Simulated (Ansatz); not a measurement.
## GeH6N2, SMILES [NH2][GeH2][NH2]: a single point in a Gaussian basis

Program: Ansatz 0.2.0 through its Python package.

`energy.py`:
```python
from dataclasses import dataclass
from pathlib import Path
import warnings

import ansatz as az
from ase import Atoms
import numpy as np


@dataclass
class RunConfig:
    basis: str = "def2-SVP"
    functional: str = "pbe"


cfg = RunConfig()

warnings.simplefilter("ignore", az.DeckWarning)

atoms = Atoms(["N", "Ge", "N", "H", "H", "H", "H", "H", "H"], positions=[
    (-1.1551, 0.6703, -0.8292),
    (0.4216, 0.2232, -0.0787),
    (0.1456, -1.2678, 0.9937),
    (-1.4293, -0.0715, -1.4487),
    (-1.0046, 1.5113, -1.4964),
    (0.9685, 1.4158, 0.7747),
    (1.4672, -0.1098, -1.1954),
    (1.1395, -1.455, 1.4463),
    (-0.4649, -0.9629, 1.8165),
])
geometry = az.Crystal.molecule_from_ase(atoms)

base = (
    geometry.calculation()
    .basis(gaussian=cfg.basis)
    .functional(cfg.functional)
    .scf(lower_state_search="standard")
    .forces()
    .orbitals()
)
outcome = base.run(threads=1, backend="cpu", runs_dir="runs")
data = outcome.report

for key in ("converged", "free_energy_ev", "reference_energy_ev", "n_frozen", "n_occupied", "n_virtual"):
    print(f"{key:22s} {data[key]}")

symbols = [site.symbol for site in geometry.cartesian_sites]
print("forces (eV/A)")
for symbol, f in zip(symbols, data["forces_ev_ang"]):
    print(f"  {symbol:2s} {f[0]:9.4f} {f[1]:9.4f} {f[2]:9.4f}")

charges = data["charge_distribution"]
print("dipole moment", round(4.803205 * float(np.linalg.norm(charges["dipole_moment_e_ang"])), 3), "D")
print("Mulliken:", [(s, round(q, 3)) for s, q in zip(symbols, charges["mulliken_charges_e"])])

lines = Path(data["orbitals_path"]).read_text().splitlines()
field_of = lambda key: [line.split("=")[1].strip() for line in lines if line.startswith(key)]
orbitals = [(27.211386 * float(e), s, float(n)) for e, s, n in zip(field_of("Ene="), field_of("Spin="), field_of("Occup="))]
homo = max(e for e, _, n in orbitals if n > 0.5)
lumo = min(e for e, _, n in orbitals if n < 0.5)
for e, spin, n in sorted(orbitals):
    if homo - 10 < e < lumo + 5:
        print(f"{spin:6s} {e:10.3f} eV  occupation {n:.0f}")
```

```console
$ python energy.py
converged              True
free_energy_ev         -59574.176410736414
reference_energy_ev    -59574.176410736414
n_frozen               0
n_occupied             [26, 26]
n_virtual              [64, 64]
forces (eV/A)
  N    -0.5947    2.5711   -1.0808
  Ge    1.3756    0.1129    0.3724
  N     1.4297   -0.2046    1.8925
  H    -0.4761   -0.8777   -0.6411
  H    -0.3377   -1.3538    1.2717
  H    -0.1052    0.1513   -0.1590
  H     0.1575   -0.2069    0.1943
  H    -2.2622    0.2287   -0.8568
  H     0.8131   -0.4211   -0.9932
dipole moment 0.737 D
Mulliken: [('N', -0.307), ('Ge', 0.361), ('N', -0.351), ('H', 0.111), ('H', 0.124), ('H', -0.098), ('H', -0.1), ('H', 0.129), ('H', 0.13)]
Alpha     -12.971 eV  occupation 2
Alpha     -11.289 eV  occupation 2
Alpha     -10.992 eV  occupation 2
Alpha      -8.955 eV  occupation 2
Alpha      -8.749 eV  occupation 2
Alpha      -8.119 eV  occupation 2
Alpha      -5.811 eV  occupation 2
Alpha      -5.726 eV  occupation 2
Alpha       0.162 eV  occupation 0
Alpha       0.366 eV  occupation 0
Alpha       1.364 eV  occupation 0
Alpha       2.086 eV  occupation 0
Alpha       2.351 eV  occupation 0
Alpha       2.510 eV  occupation 0
Alpha       2.640 eV  occupation 0
Alpha       3.013 eV  occupation 0
```

What to keep in mind:
- The settings weren't tested for convergence.
- The geometry is a force-field or estimated start, not a minimum of this method, and the basis set is short of its limit.
- Alpha marks a spatial orbital of a restricted run, filled by both spins.
- Levels such as HOMO and LUMO are orbital energies: with these approximate functionals they aren't the ionisation energy and electron affinity, and their gap isn't the fundamental gap.
- Timing: 2.9 s on 1 thread of Arm Neoverse V1, with other jobs on the host, peak memory 0.19 GiB.

(Lines on the test bed's own set-up are left out of the output.)
